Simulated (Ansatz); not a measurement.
A nudged elastic band was laid between two geometries of a periodic cell of 15 atoms, Al₈N₆O (host AlN, host structure P6_3mc, dopant O, one N atom removed), cell charge +2.

Computed with DFT PBE, scalar-relativistic, plane waves, PAW (Ansatz 0.2.0). Settings: PAW set soft_1, cutoff 420 eV, k mesh 2x3x3, gaussian smearing 0.05 eV, no spin polarisation.

| Item | Value |
| --- | --- |
| movable images | 5 |
| climbing image | yes |
| spring | 10.0 eV/Å² |
| optimiser | quadratic models (default) |
| start path | IDPP |
| force threshold | 0.03 eV/Å |
| iteration limit | 38 |
| end points | relaxed |

Image 0:

```xyz
15
Lattice="-3.1440 -5.4456 0.0000 4.7160 -2.7228 0.0000 0.0000 0.0000 5.0460" Properties=species:S:1:pos:R:3
Al 1.548 -4.450 0.011
Al -0.026 -3.628 2.525
N 1.549 -4.559 1.921
N -0.033 -3.635 4.437
Al -0.004 -1.826 0.003
Al 3.146 -3.710 2.530
N -0.002 -1.822 1.915
N 3.142 -3.620 4.437
Al 3.150 -1.820 -0.062
Al 1.502 -0.899 2.540
O 3.141 -1.822 1.905
N 1.593 -0.925 4.441
Al -1.516 -4.592 0.018
Al 1.586 -6.347 2.477
N -1.607 -4.558 1.923
```

Image 6:

Only the atoms that move by more than 0.05 Å are listed.
```
O11 4.711 -0.908 4.435
```

Problem. Which bonds break or form, and what moves?

Solution. Contacts lost: Al6–O11, Al10–O11. Contacts made: Al1–O11, O11–Al13. The atom that moves furthest is O11, by 3.11 Å; four of its nearest neighbours are Al14 1.92, Al9 1.97, Al10 1.99, Al6 1.99 Å at the first end and Al9 1.92, Al14 1.97, Al13 1.99, Al1 1.99 Å at the last.

Problem. What energy profile does the band end with?

Solution. The forces met the threshold. The highest image is number 4 of 0 to 6, 2.65 eV above the ends, which have the same energy within 2 meV. Neighbouring images differ by up to 1.4 eV, so the band resolves the path poorly. By the program's own check the climbing image is a first-order saddle point (lowest curvatures found: -6.55 and 0.44 eV/Å²). Limits of this set-up: no spin, though dangling bonds at a vacancy may carry it, a small cell, in which the defect meets its images, charged cell in a uniform background, uncorrected.

| image | path coordinate (Å) | energy (eV) | Al6–O11 (Å) | Al10–O11 (Å) | Al1–O11 (Å) |
| --- | --- | --- | --- | --- | --- |
| 0 | 0.00 | 0.00 | 1.99 | 1.99 | 3.61 |
| 1 | 0.57 | 0.34 | 1.93 | 1.92 | 3.76 |
| 2 | 1.15 | 0.58 | 2.09 | 1.97 | 3.90 |
| 3 | 1.72 | 1.78 | 2.56 | 2.09 | 3.35 |
| 4 | 2.30 | 2.65 | 2.96 | 2.50 | 2.84 |
| 5 | 3.03 | 1.29 | 3.41 | 3.10 | 2.20 |
| 6 | 3.77 | 0.00 | 3.61 | 3.61 | 1.99 |

Problem. What is the geometry of the highest image?

Solution. 
```xyz
15
Lattice="-3.1440 -5.4456 0.0000 4.7160 -2.7228 0.0000 0.0000 0.0000 5.0460" Properties=species:S:1:pos:R:3
Al 1.529 -4.334 0.029
Al 0.065 -3.636 2.579
N 1.643 -4.455 1.871
N -0.055 -3.620 4.469
Al -0.052 -1.825 0.093
Al 3.217 -3.853 2.614
N 0.095 -1.817 1.986
N 3.115 -3.688 4.450
Al 3.154 -1.838 -0.143
Al 1.512 -0.794 2.690
O 3.863 -1.097 3.487
N 1.477 -0.961 4.542
Al -1.336 -4.734 0.135
Al 1.561 -6.355 2.005
N -1.489 -4.527 1.963
```

The run took 15 min on 1 thread of Arm Neoverse V2, with other jobs on the host, peak memory 0.53 GiB.
